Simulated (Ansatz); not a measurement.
**H2OSTe (SMILES OS[TeH]): single points off equilibrium**

The task here is to estimate one member of a computed series from the others.

Program: Ansatz 0.2.0, Gaussian basis. Level of theory: single points in def2-TZVPP. These are calculated values, not measurements.

Cores are frozen in the correlated methods. Filled d shells of the heavier atoms are correlated. Core potentials replace the inner electrons past krypton, and spin-orbit coupling is left out.

**The system as given**

SMILES `OS[TeH]`, 5 atoms, charge 0, spin multiplicity 1.

Atoms are counted from 1 here; the program's logs count them from 0.

Bond lengths: O1–S2 1.703 Å, O1–H4 0.983 Å, S2–Te3 2.365 Å, Te3–H5 1.664 Å. Angles: S2–O1–H4 104.5°, O1–S2–Te3 104.2°, S2–Te3–H5 91.4°.

Geometry (Å):

```xyz
5
charge 0, multiplicity 1
O    -0.9527   -1.1116   -0.2845
S    -0.8157    0.3542    0.5721
Te    1.2175    1.2878   -0.1944
H    -1.6192   -0.9271   -0.9825
H     2.0868    0.4235    0.9314
```

Set-up of the first run:

run/in.yaml

```yaml
crystal:
  periodic: [false, false, false]
  atoms:
    - {symbol: O, position_ang: [-0.952672, -1.111561, -0.284457]}
    - {symbol: S, position_ang: [-0.815723, 0.354226, 0.572125]}
    - {symbol: Te, position_ang: [1.217542, 1.287810, -0.194358]}
    - {symbol: H, position_ang: [-1.619198, -0.927114, -0.982535]}
    - {symbol: H, position_ang: [2.086822, 0.423496, 0.931359]}
basis:
  gaussian: {orbitals: def2-TZVPP}
hamiltonian: {xc: pbe, dispersion: d4}
output: {forces: true}
```

The run is started by

```bash
> ansatz run in.yaml --threads 2 --pin off --events-out ev --progress --plain --max-ram 3481MiB
```

Among the steps run: PBE-D4/def2-TZVPP; r2SCAN-D4/def2-TZVPP; PBE0-D4/def2-TZVPP; wB97M-V/def2-TZVPP; CCSD(T)/def2-TZVPP.

One of the session's tables, all rows but one given; the rest of the session is left out.

| method | RMS force component (eV/Å) | angle to CCSD(T) forces (°) | dipole (D) |
| --- | --- | --- | --- |
| PBE-D4 | 0.215 | 41.0 | 1.36 |
| r2SCAN-D4 | 0.361 | 14.2 | 1.36 |
| PBE0-D4 | 0.485 | 18.8 | 1.38 |
| wB97M-V | ? | ? | ? |
| CCSD(T) | 0.390 | reference | 1.35 |

Estimate the missing values for wB97M-V.

**Answer.** RMS force component (eV/Å): 0.469; angle to CCSD(T) forces (°): 15.3; dipole (D): 1.41. In the column «RMS force component (eV/Å)» it lies between CCSD(T) (0.390) and PBE0-D4 (0.485).
